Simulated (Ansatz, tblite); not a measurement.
**C20H22N4: a ladder of methods and basis sets**

The task here is to estimate one member of a computed series from the others.

Computed with Ansatz 0.2.0, Gaussian basis. Level: as each input shows.

Levels to be run: GFN1-xTB, GFN2-xTB, PBE-D4/def2-TZVP, r2SCAN-D4/def2-TZVP, B3LYP-D4/def2-TZVP, HF/def2-TZVP, CAM-B3LYP-D4/def2-TZVP, PBE+5HF/def2-SVP, PBE+10HF/def2-SVP, PBE+15HF/def2-SVP, PBE+35HF/def2-SVP, PBE+50HF/def2-SVP, PBE-D4/def2-SVP, PBE0-D4/def2-SVP, HF/STO-3G, HF/6-31G, B3LYP-D4/6-31G, MP2/def2-SVP, RPA/def2-SVP.

## The structure

The geometry is that of the singlet, from an earlier relaxation (PBE-D4/def2-SVP).

SMILES `Cn1cccc1-c1ccc(-c2ccc(-c3cccn3C)n2C)n1C`, 46 atoms, charge 0, spin multiplicity 1.

Bond lengths: C1–N2 1.449 Å, C1–H25 1.106 Å, C1–H26 1.111 Å, C1–H27 1.107 Å, N2–C3 1.378 Å, N2–C6 1.393 Å, C3–C4 1.391 Å, C3–H28 1.096 Å, C4–C5 1.421 Å, C4–H29 1.096 Å, C5–C6 1.404 Å, C5–H30 1.095 Å, C6–C7 1.456 Å, C7–C8 1.404 Å, C7–N23 1.391 Å, C8–C9 1.417 Å, C8–H31 1.095 Å, C9–C10 1.399 Å and more. Angles: N2–C1–H25 109.8°, N2–C1–H26 112.1°, N2–C1–H27 109.4°, H25–C1–H26 108.0°, H25–C1–H27 109.0°, H26–C1–H27 108.5°, C1–N2–C3 124.3°, C1–N2–C6 126.4°, C3–N2–C6 109.3°, N2–C3–C4 108.7°, N2–C3–H28 120.5°, C4–C3–H28 130.8°, C3–C4–C5 107.0°, C3–C4–H29 125.9°, C5–C4–H29 127.1°, C4–C5–C6 107.9°, C4–C5–H30 126.8°, C6–C5–H30 125.2° and more.

PBE0-D4/def2-TZVP was run before; its log isn't repeated, and its numbers join the tables.

The first run:

Tight binding, by tblite at 300 K electronic temperature and without a spin-polarisation term:

```python
tblite.interface.Calculator('GFN1-xTB', numbers, positions, charge=0, uhf=0).singlepoint()
```

Tight binding, by tblite at 300 K electronic temperature and without a spin-polarisation term:

```python
tblite.interface.Calculator('GFN2-xTB', numbers, positions, charge=0, uhf=0).singlepoint()
```

start.molden holds the orbitals of an earlier run on this state, given as this run's starting guess.

The input, in.yaml:

```yaml
crystal:
  periodic: [false, false, false]
  atoms:
    - {symbol: C, position_ang: [-5.728160, -0.982707, 0.007577]}
    - {symbol: N, position_ang: [-5.275093, 0.394115, -0.002777]}
    - {symbol: C, position_ang: [-6.092141, 1.477929, -0.239461]}
    - {symbol: C, position_ang: [-5.320917, 2.634553, -0.200748]}
    - {symbol: C, position_ang: [-3.985457, 2.235009, 0.077352]}
    - {symbol: C, position_ang: [-3.970165, 0.837197, 0.203054]}
    - {symbol: C, position_ang: [-2.874635, -0.071884, 0.507823]}
    - {symbol: C, position_ang: [-2.823456, -1.171330, 1.378786]}
    - {symbol: C, position_ang: [-1.513494, -1.707722, 1.324345]}
    - {symbol: C, position_ang: [-0.772286, -0.934421, 0.424147]}
    - {symbol: C, position_ang: [0.602094, -1.134273, -0.020175]}
    - {symbol: C, position_ang: [1.184333, -2.294445, -0.542400]}
    - {symbol: C, position_ang: [2.560033, -2.030690, -0.753373]}
    - {symbol: C, position_ang: [2.810505, -0.708280, -0.355346]}
    - {symbol: C, position_ang: [4.044318, 0.064128, -0.378952]}
    - {symbol: C, position_ang: [4.283168, 1.386504, -0.784137]}
    - {symbol: C, position_ang: [5.672772, 1.645515, -0.634719]}
    - {symbol: C, position_ang: [6.253294, 0.481263, -0.143210]}
    - {symbol: N, position_ang: [5.269028, -0.469377, 0.017272]}
    - {symbol: C, position_ang: [5.499259, -1.803116, 0.536048]}
    - {symbol: N, position_ang: [1.607369, -0.175619, 0.097032]}
    - {symbol: C, position_ang: [1.451716, 1.106724, 0.754857]}
    - {symbol: N, position_ang: [-1.617232, 0.056184, -0.073928]}
    - {symbol: C, position_ang: [-1.281933, 0.957930, -1.158257]}
    - {symbol: H, position_ang: [-4.906728, -1.649866, -0.314717]}
    - {symbol: H, position_ang: [-6.057801, -1.306022, 1.018257]}
    - {symbol: H, position_ang: [-6.579147, -1.094280, -0.691823]}
    - {symbol: H, position_ang: [-7.163151, 1.337342, -0.424053]}
    - {symbol: H, position_ang: [-5.686636, 3.656353, -0.352318]}
    - {symbol: H, position_ang: [-3.118364, 2.891023, 0.210626]}
    - {symbol: H, position_ang: [-3.643383, -1.503128, 2.024750]}
    - {symbol: H, position_ang: [-1.112194, -2.551736, 1.895654]}
    - {symbol: H, position_ang: [0.637855, -3.216368, -0.768698]}
    - {symbol: H, position_ang: [3.297112, -2.704614, -1.202997]}
    - {symbol: H, position_ang: [3.526390, 2.072852, -1.179321]}
    - {symbol: H, position_ang: [6.199160, 2.578683, -0.864739]}
    - {symbol: H, position_ang: [7.294039, 0.253172, 0.113164]}
    - {symbol: H, position_ang: [6.343581, -1.777793, 1.251776]}
    - {symbol: H, position_ang: [5.742103, -2.528329, -0.270038]}
    - {symbol: H, position_ang: [4.593592, -2.163067, 1.059442]}
    - {symbol: H, position_ang: [1.268707, 1.930807, 0.034012]}
    - {symbol: H, position_ang: [0.595363, 1.051989, 1.453892]}
    - {symbol: H, position_ang: [2.372910, 1.350587, 1.317585]}
    - {symbol: H, position_ang: [-2.170329, 1.116114, -1.798914]}
    - {symbol: H, position_ang: [-0.467292, 0.511523, -1.759957]}
    - {symbol: H, position_ang: [-0.948709, 1.951562, -0.792373]}
basis:
  gaussian: {orbitals: def2-TZVP, fitting: {mean_field: def2-universal-jkfit}, initial_orbitals: start.molden}
hamiltonian: {xc: pbe, dispersion: d4}
scf: {omitted_lower_state_checks: [starts]}
output: {forces: true, orbitals: {seedname: orbitals}}
```

Command:

```
> ansatz run in.yaml --threads 2 --pin off --events-out ev --progress --plain --max-ram 22528MiB --backend cuda --devices 0, --max-vram 18GiB
```

Steps of the session up to this table: PBE-D4/def2-TZVP; r2SCAN-D4/def2-TZVP; B3LYP-D4/def2-TZVP; HF/def2-TZVP; CAM-B3LYP-D4/def2-TZVP; PBE+5HF/def2-SVP; PBE+10HF/def2-SVP; PBE+15HF/def2-SVP; PBE+35HF/def2-SVP; PBE+50HF/def2-SVP; PBE-D4/def2-SVP; PBE0-D4/def2-SVP; HF/STO-3G; HF/6-31G; B3LYP-D4/6-31G; MP2/def2-SVP; RPA/def2-SVP.

One table of the session follows, with a row left open; its other results are not shown here.

It belongs to the step «Binding energy». 

| level | binding an atom (eV) |
| --- | --- |
| HF/STO-3G | 3.970 |
| HF/6-31G | 3.215 |
| HF/def2-SVP | 3.514 |
| HF/def2-TZVP | 3.413 |
| PBE-D4/def2-SVP | 5.096 |
| PBE-D4/def2-TZVP | 5.015 |
| r2SCAN-D4/def2-TZVP | 4.838 |
| B3LYP-D4/6-31G | 4.714 |
| B3LYP-D4/def2-TZVP | 4.822 |
| PBE0-D4/def2-SVP | 4.982 |
| PBE0-D4/def2-TZVP | 4.898 |
| CAM-B3LYP-D4/def2-TZVP | 4.833 |
| MP2/def2-SVP | ? |

**Question.** Estimate the row for MP2/def2-SVP.

The run gave: binding an atom (eV): 4.741. In the column «binding an atom (eV)» it lies between B3LYP-D4/6-31G (4.714) and B3LYP-D4/def2-TZVP (4.822).

Caveats from the session: Free atoms were run apart at each level; binding is atoms less cluster, divided by the number of atoms, without zero-point or spin-orbit terms.
